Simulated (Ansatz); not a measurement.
# Cl: the cost of one run

Program: Ansatz 0.2.0. Level of theory: DFT r2SCAN, scalar-relativistic, plane waves, PAW. These are calculated values, not measurements.

### 1 Starting point

It takes space group R-3m (No. 166, trigonal). Conventional cell: a = 3.619 Å, b = 3.619 Å, c = 26.232 Å, α = 90.00°, β = 90.00°, γ = 120.00°. Cl (site symmetry -3m) has 12 Cl at 3.59 to 3.62 Å as nearest neighbours. Cl (site symmetry 3m) has 12 Cl at 3.59 to 3.62 Å as nearest neighbours.

Coordinates:

```
Cl
1.0
     1.80925    1.04457    8.74401
    -1.80925    1.04457    8.74401
     0.00000   -2.08915    8.74401
Cl
3
Cartesian
  0.0000 0.0000 0.0000
  0.0000 0.0000 5.8293
  0.0000 0.0000 20.4028
```

This is candidate A: samarium (9R) type (R-3m, No. 166).

(A quick probe on a coarse mesh, which set the mesh and smearing, is not shown.)

### 3 A loose first relaxation (candidate A)

File input.yaml:

```yaml
crystal:
  lattice:
    - [1.8092547124, 1.0445736952, 8.7440144987]
    - [-1.8092547124, 1.0445736952, 8.7440144987]
    - [0.0, -2.0891473905, 8.7440144987]
  atoms:
    - { symbol: Cl, position: [0.0, 0.0, 0.0] }
    - { symbol: Cl, position: [0.22222, 0.22222, 0.22222] }
    - { symbol: Cl, position: [0.77778, 0.77778, 0.77778] }
basis:
  ecutwfc: 500
kpoints:
  mp_grid: { grid: [6, 6, 6] }
hamiltonian:
  xc: r2scan
scf:
  occupations: { method: gaussian, width: 0.1 }
  lower_state_search: "off"
output:
  forces: true
  stress: true
  eigenvalues: true
relax:
  adjacent_minimum: "off"
  f_tol: 0.04
  max_steps: 70
  cell: { stress_tol: 0.4 }
```

**Question.** How long does this run take on 1 thread of an Arm CPU, shared host, and how much memory does it need?

About 2 min, with a peak of 0.59 GiB.
